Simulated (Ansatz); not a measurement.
# C3H7BFN: how energies converge with the basis set

An exercise on one series of results from a longer session: the logs are not shown, and one member is left open.

Program: Ansatz 0.2.0, Gaussian basis. Level of theory: one geometry, several basis sets. These are calculated values, not measurements.

Levels to be run: PBE0-D4/def2-SVP; ωB97M-V/def2-SVP; PBE0-D4/def2-QZVPP; ωB97M-V/def2-QZVPP; the functionals' def2-TZVPP values are taken from earlier runs.

### Structure used throughout

An earlier PBE0-D4 in a triple-zeta def2 set relaxation fixed the geometry.

SMILES `BC(CF)N=C`, 13 atoms, charge 0, spin multiplicity 1.

Atoms are counted from 1 here; the program's logs count them from 0.

Bond lengths: B1–C2 1.568 Å, B1–H7 1.196 Å, B1–H8 1.193 Å, C2–C3 1.517 Å, C2–N5 1.440 Å, C2–H9 1.115 Å, C3–F4 1.386 Å, C3–H10 1.093 Å, C3–H11 1.093 Å, N5–C6 1.257 Å, C6–H12 1.100 Å, C6–H13 1.089 Å. Angles: C2–B1–H7 117.7°, C2–B1–H8 121.7°, H7–B1–H8 120.4°, B1–C2–C3 109.9°, B1–C2–N5 114.7°, B1–C2–H9 102.6°, C3–C2–N5 111.1°, C3–C2–H9 106.1°, N5–C2–H9 111.7°, C2–C3–F4 110.3°, C2–C3–H10 111.3°, C2–C3–H11 110.1°, F4–C3–H10 107.4°, F4–C3–H11 107.7°, H10–C3–H11 109.9°, C2–N5–C6 118.7°, N5–C6–H12 123.3°, N5–C6–H13 119.4° and more.

Set-up of the first run:

in.yaml

```yaml
crystal:
  periodic: [false, false, false]
  atoms:
    - {symbol: B, position_ang: [-1.643527, 0.064795, 0.087902]}
    - {symbol: C, position_ang: [-0.098350, -0.184772, -0.004187]}
    - {symbol: C, position_ang: [0.386254, -0.891048, 1.247675]}
    - {symbol: F, position_ang: [-0.099496, -0.252285, 2.377952]}
    - {symbol: N, position_ang: [0.686187, 0.992443, -0.272359]}
    - {symbol: C, position_ang: [1.124188, 1.174592, -1.436470]}
    - {symbol: H, position_ang: [-2.338808, -0.859405, 0.392117]}
    - {symbol: H, position_ang: [-2.127985, 1.115194, -0.202636]}
    - {symbol: H, position_ang: [-0.020357, -0.929740, -0.830284]}
    - {symbol: H, position_ang: [1.477363, -0.883531, 1.310749]}
    - {symbol: H, position_ang: [0.018955, -1.920767, 1.264602]}
    - {symbol: H, position_ang: [0.950219, 0.471172, -2.264568]}
    - {symbol: H, position_ang: [1.705956, 2.068750, -1.655794]}
basis:
  gaussian: {orbitals: def2-SVP}
hamiltonian: {xc: pbe0, dispersion: d4}
output: {orbitals: {seedname: orbitals}}
```

Among the steps run: PBE0-D4 in def2-SVP; ωB97M-V in def2-SVP; PBE0-D4 in def2-QZVPP; ωB97M-V in def2-QZVPP.

One of the session's tables, all rows but one given; the rest of the session is left out.

It belongs to the step «Density functionals: the series». 

```
functional       basis  HOMO (eV)
   PBE0-D4    def2-SVP          ?
   PBE0-D4  def2-TZVPP      -7.56
   PBE0-D4  def2-QZVPP      -7.59
   ωB97M-V    def2-SVP      -9.76
   ωB97M-V  def2-TZVPP      -9.95
   ωB97M-V  def2-QZVPP      -9.97
```

Estimate the missing values for PBE0-D4, def2-SVP.

**Answer.** HOMO (eV): -7.40. In the column «HOMO (eV)» it is the highest.
